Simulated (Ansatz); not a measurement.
Relaxation of a periodic cell of 13 atoms, Cd12C (host Cd, host structure hcp, interstitial C), to a largest force component of 0.08 eV/Å in at most 25 steps.

All numbers below come from DFT PBEsol, scalar-relativistic, plane waves, PAW (Ansatz 0.2.0). Settings: accuracy low, cutoff 420 eV, k mesh 3x2x3, fermi-dirac smearing 0.1 eV, no spin polarisation.

```xyz
13
Lattice="5.9600 0.0000 0.0000 -4.4700 7.7423 0.0000 0.0000 0.0000 5.6203" Properties=species:S:1:pos:R:3:forces:R:3
Cd 0.000 0.000 0.000 -0.78 -0.41 -0.46
Cd 0.000 1.721 2.810 -0.86 0.45 0.57
Cd -1.490 2.581 0.000 0.04 0.12 -0.18
Cd -1.490 4.301 2.810 0.01 -0.05 -0.04
Cd -2.980 5.162 0.000 0.03 -0.14 -0.09
Cd -2.980 6.882 2.810 0.02 -0.71 0.53
Cd 2.980 0.000 0.000 0.89 -0.56 -0.61
Cd 2.980 1.721 2.810 0.97 0.47 0.66
Cd 1.490 2.581 0.000 -0.05 1.19 -0.91
Cd 1.490 4.301 2.810 -0.03 0.15 0.12
Cd 0.000 5.162 0.000 0.00 0.06 0.03
Cd 0.000 6.882 2.810 -0.03 -0.11 0.17
C 1.513 0.914 1.387 -0.20 -0.46 0.20
```

Q: Where does it end, and by what steps?

A: The forces met the threshold. The threshold is loose, so the end isn't yet a minimum. Limits of this set-up: coarse k mesh, a small cell, in which the defect meets its images, low accuracy level. After 3 steps the energy has fallen by 0.422 eV; Cd11 moved furthest, 0.28 Å.

| step | energy less start (eV) | largest force component (eV/Å) | accepted |
| --- | --- | --- | --- |
| 0 | 0.0000 | 1.189 | yes |
| 1 | -0.3428 | 0.347 | yes |
| 2 | -0.3917 | 0.138 | yes |
| 3 | -0.4217 | 0.062 | yes |

```xyz
13
Lattice="5.9600 0.0000 0.0000 -4.4700 7.7423 0.0000 0.0000 0.0000 5.6203" Properties=species:S:1:pos:R:3
Cd -0.064 -0.042 0.004
Cd -0.077 1.797 2.804
Cd -1.458 2.616 -0.188
Cd -1.559 4.303 2.551
Cd -2.929 5.130 -0.067
Cd -2.996 6.860 3.010
Cd 3.060 -0.076 -0.006
Cd 3.047 1.764 2.805
Cd 1.505 2.617 -0.222
Cd 1.445 4.340 2.896
Cd 0.075 5.166 0.269
Cd -0.030 6.852 3.003
C 1.494 0.878 1.388
```

Whether the end is a true minimum wasn't checked by a vibrational analysis.

Time of the run: 36 s on 4 threads of Intel(R) Xeon(R) Platinum 8488C (Sapphire Rapids), on a shared host, peak memory 1.1 GiB.
